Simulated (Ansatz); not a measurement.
# SrTiO3 (perovskite): a single-point run

Wanted: a converged single-point run for SrTiO3 (perovskite), and a check of what comes out. The structure is shown as the input types it.

Method: DFT PBE, scalar-relativistic, plane waves, PAW, in Ansatz 0.2.0.

## Step 1: Starting point

The structure is cubic, space group Pm-3m (No. 221). The conventional cell has a = 3.905 Å, b = 3.905 Å, c = 3.905 Å, α = 90.00°, β = 90.00°, γ = 90.00°. Sr (site symmetry m-3m) is surrounded by 12 O at 2.76 Å. Around Ti (site symmetry m-3m) lie 6 O at 1.95 Å. O (site symmetry 4/mmm) is surrounded by 2 Ti at 1.95 Å and 4 Sr at 2.76 Å.

As a file:

```xyz
5
Lattice="3.9050 0.0000 0.0000 0.0000 3.9050 0.0000 0.0000 0.0000 3.9050" Properties=species:S:1:pos:R:3 pbc="T T T"
Sr    0.0000    0.0000    0.0000
Ti    1.9525    1.9525    1.9525
O     0.0000    1.9525    1.9525
O     1.9525    1.9525    0.0000
O     1.9525    0.0000    1.9525
```

## Step 2: The calculation

The input, input.yaml:

```yaml
crystal:
  lattice:
    - [3.9050012542, 0.0, 0.0]
    - [0.0, 3.9050012542, 0.0]
    - [0.0, 0.0, 3.9050012542]
  atoms:
    - { symbol: Sr, position: [0.0, 0.0, 0.0] }
    - { symbol: Ti, position: [0.5, 0.5, 0.5] }
    - { symbol: O, position: [0.0, 0.5, 0.5] }
    - { symbol: O, position: [0.5, 0.5, 0.0] }
    - { symbol: O, position: [0.5, 0.0, 0.5] }
basis:
  ecutwfc: 420
  ecutrho_ratio: 4
kpoints:
  mp_grid: { grid: [6, 6, 6] }
hamiltonian:
  xc: pbe
scf:
  occupations: { method: fixed }
  max_iter: 50
output:
  forces: true
  stress: true
```

On the command line:

```
ansatz run input.yaml --threads 4 --pin off --max-ram 8192MiB --backend cpu --events-out ev --progress --plain --runs-dir out
```

The program printed (excerpt; [...] marks lines left out):

```text
Warning: RAYON_NUM_THREADS=4 ignored (pool sized by the plan → 4); use --threads N
[...]
Pseudopotentials: kind: paw
Pseudopotential: Sr, paw, valence charge 10, recommended cutoff 420 eV (normal), Sr.paw.azcp
Pseudopotential: Ti, paw, valence charge 12, recommended cutoff 420 eV (normal), Ti.paw.azcp
Pseudopotential: O, paw, valence charge 6, recommended cutoff 420 eV (normal), O.paw.azcp
Functional definition: PBE
[...]
Crystal: 5 atoms, lattice volume = 59.548 Å³
Basis set: ecut = 420 eV, 1189 PW (Γ), exchange–correlation on 54×54×54 points (8 copies of the dense FFT grid, shifted against one another)
Bands: 25, of which v1, the nominal top of the filled ones, is band 20 counted from 1 (19 counted from 0)
Symmetry: 48 space group operations
Space group: Pm-3m (ITA 221), of the structure as read, at distance tolerance 3.9e-5 Å
k-points: 20 of 216
[...]
SCF iter   1: F=—  HF=-7754.466073 eV  |F-HF|=—  |Δ(HF+E_count)|=         —  Δρ=1.95e-3  dr2=1.20e-3  ethr=1.77e-3  ⟨swp⟩=4.5  Hψ=2135  notcnv=0  defer=47
[...]
SCF iter   6: F=-7754.467642 eV  HF=-7754.467642 eV  |F-HF|=2.52e-8  |Δ(HF+E_count)|=   2.90e-7  Δρ=9.80e-6  dr2=7.06e-8  ethr=2.50e-10  ⟨swp⟩=5.0  Hψ=1892  notcnv=0
[...]
SCF converged after 6 iterations
Free energy (F): -7754.467642 eV
[...]
E sigma→0 (E₀):  -7754.467642 eV
Fermi energy:    9.994288 eV
[...]
--- Forces (eV/Å), atoms counted from 1 ---
  atom   1  Sr    -0.00000000     0.00000000     0.00000000
  atom   2  Ti     0.00000000     0.00000000     0.00000000
  atom   3  O      0.00000000     0.00000000    -0.00000000
  atom   4  O      0.00000000     0.00000000    -0.00000000
  atom   5  O      0.00000000    -0.00000000    -0.00000000
[...]
--- Stress (GPa, compression-positive) ---
        4.324781      -0.000000       0.000000
        0.000000       4.324781       0.000000
        0.000000       0.000000       4.324781
  P = ⅓ Tr σ = 4.3248 GPa (43.248 kbar)
```

Wall time 0.7 s (4 threads of Arm Neoverse V1, shared host); peak memory 0.34 GiB.

## Step 3: A second look at the input

The run converged and reported no error. That alone doesn't make the input a sound one.

Fixed occupations are right only where a gap separates filled from empty bands at every k-point. This system has one (1.89 eV on the mesh), so they are sound here.

The occupations need no remedy; a run with other occupations serves as a check.

## Step 4: A check with that setting changed

Besides the cure, the input differs in scf.max_iter, output requests.

input.yaml: that of step 2 with these lines changed.

```diff
@@ -19,4 +19,3 @@
 scf:
-  occupations: { method: fixed }
-  max_iter: 50
+  occupations: { method: gaussian, width: 0.05 }
 output:
@@ -24 +23,2 @@
   stress: true
+  eigenvalues: true
```

On the command line:

```
ansatz run input.yaml --threads 4 --pin off --max-ram 8192MiB --backend cpu --events-out ev --progress --plain --runs-dir out
```

Excerpt of the output:

```text
[...]
Basis set: ecut = 420 eV, 1189 PW (Γ), exchange–correlation on 54×54×54 points (8 copies of the dense FFT grid, shifted against one another)
[...]
k-points: 20 of 216
[...]
SCF iter   1: F=—  HF=-7754.465754 eV  |F-HF|=—  |Δ(HF+E_count)|=         —  Δρ=1.99e-3  dr2=1.31e-3  ethr=1.77e-3  ⟨swp⟩=7.5  Hψ=2594  notcnv=0
preconditioner: auto → Resta (q_TF=auto, 2.553 Å⁻¹)  ε∞=5.6  [insulator: Δε(μ)=1.868 eV  Ē_g=12.255 eV  σ=0.050 eV  W_gap=1.00  n_scr=18 (ndim 8)  ℏωp=26.4 eV  f_vac=0.000  D(μ)=0.00/eV (n_scr^D=0)  ε∞_Penn≈5.6]
SCF iter   2: F=—  HF=-7754.468126 eV  |F-HF|=—  |Δ(HF+E_count)|=   2.37e-3  Δρ=9.19e-4  dr2=2.04e-4  ethr=3.29e-6  ⟨swp⟩=3.4  Hψ=1101  notcnv=0  defer=1
[...]
SCF iter   5: F=—  HF=-7754.467642 eV  |F-HF|=—  |Δ(HF+E_count)|=   2.18e-7  Δρ=2.35e-5  dr2=4.88e-7  ethr=7.20e-9  ⟨swp⟩=1.9  Hψ=509  notcnv=0  defer=2
SCF iter   6: F=-7754.467642 eV  HF=-7754.467642 eV  |F-HF|=3.05e-8  |Δ(HF+E_count)|=   5.81e-8  Δρ=5.26e-6  dr2=3.91e-8  ethr=2.50e-10  ⟨swp⟩=9.2  Hψ=2417  notcnv=0
[...]
SCF converged after 6 iterations
Free energy (F): -7754.467642 eV
[...]
E sigma→0 (E₀):  -7754.467642 eV
Fermi energy:    10.937312 eV
[...]
  P = ⅓ Tr σ = 4.3251 GPa (43.251 kbar)
[...]
```

It took 0.95 s on 4 threads of Arm Neoverse V1, shared host; peak memory 0.34 GiB.

```tsv
run	ending	energy change	pressure (GPa)	gap (eV)	force (eV/Å)	cycles	time
first try	converged	0.0 meV/atom (σ→0)	4.3	1.89	0.00	6	0.7 s
second try	converged	0	4.3	1.89	0.00	6	0.95 s
```

## Step 5: Summary of results

```
                           quantity                                     value
                          first try                   converged, 6 SCF cycles
                 setting under test  occupations.method fixed, width left out
                         second try                   converged, 6 SCF cycles
energy (zero set by the potentials)                             -7754.4676 eV
                           pressure                                  4.33 GPa
                    gap on the mesh                                   1.89 eV
                      largest force                                0.000 eV/Å
```

**Reading.** Both runs end at the same energy: the doubtful setting did not spoil the result here.

These are semilocal Kohn-Sham gaps, which aren't the measured quantity. Such gaps usually fall short of the measured ones.
